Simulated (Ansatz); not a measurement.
# CH8AlBSi: the cost of one run

The runs use Ansatz 0.2.0, Gaussian basis; the settings change from run to run.

1 further run of the same task is left out (it didn't finish).

## 1. The relaxed structure

An earlier PBE0-D4 in a triple-zeta def2 set relaxation fixed the geometry.

12 atoms, charge 0, spin multiplicity 1.

Atoms are counted from 1 here; the program's logs count them from 0.

Bond lengths: B1–Si2 1.855 Å, B1–Al3 2.181 Å, B1–H5 1.192 Å, B1–H6 1.237 Å, Si2–Al3 2.748 Å, Si2–H7 1.484 Å, Si2–H8 1.484 Å, Al3–C4 1.949 Å, Al3–H9 1.588 Å, C4–H10 1.096 Å, C4–H11 1.091 Å, C4–H12 1.094 Å. Angles: Si2–B1–Al3 85.4°, Si2–B1–H5 123.0°, Si2–B1–H6 119.3°, Al3–B1–H5 111.7°, Al3–B1–H6 65.3°, H5–B1–H6 117.2°, B1–Si2–Al3 52.3°, B1–Si2–H7 126.0°, B1–Si2–H8 122.6°, Al3–Si2–H7 93.5°, Al3–Si2–H8 123.9°, H7–Si2–H8 111.0°, B1–Al3–Si2 42.3°, B1–Al3–C4 114.1°, B1–Al3–H9 120.8°, Si2–Al3–C4 137.5°, Si2–Al3–H9 97.5°, C4–Al3–H9 121.9° and more.

## 2. BHLYP/def2-TZVP

Set apart from the defaults: D3(BJ) dispersion, relativity set to none.

in.yaml reads:

```yaml
crystal:
  periodic: [false, false, false]
  atoms:
    - {symbol: B, position_ang: [-1.179046, 0.998910, -0.309403]}
    - {symbol: Si, position_ang: [-1.863082, 0.344232, 1.286269]}
    - {symbol: Al, position_ang: [0.692345, 0.068753, 0.314720]}
    - {symbol: C, position_ang: [1.593619, -0.932218, -1.094597]}
    - {symbol: H, position_ang: [-1.532099, 0.604266, -1.377815]}
    - {symbol: H, position_ang: [-0.205877, 1.761811, -0.282576]}
    - {symbol: H, position_ang: [-1.403051, 0.710021, 2.649169]}
    - {symbol: H, position_ang: [-2.852161, -0.760273, 1.337998]}
    - {symbol: H, position_ang: [1.462525, 0.580312, 1.606380]}
    - {symbol: H, position_ang: [1.864187, -1.927160, -0.723113]}
    - {symbol: H, position_ang: [0.974072, -1.063669, -1.983427]}
    - {symbol: H, position_ang: [2.525469, -0.440286, -1.389706]}
basis:
  gaussian: {orbitals: def2-TZVP}
hamiltonian: {xc: {name: BHLYP}, dispersion: d3bj, pseudopotentials: {relativity: none}}
output: {forces: true}
```

The run is started by

```bash
$ ansatz run in.yaml --threads 2 --pin off --events-out ev --progress --plain --max-ram 4352MiB
```

**Question.** How long does this run take on 2 threads of Arm Neoverse V1, shared host, and how much memory does it need?

About 6 s, with a peak of 0.47 GiB.
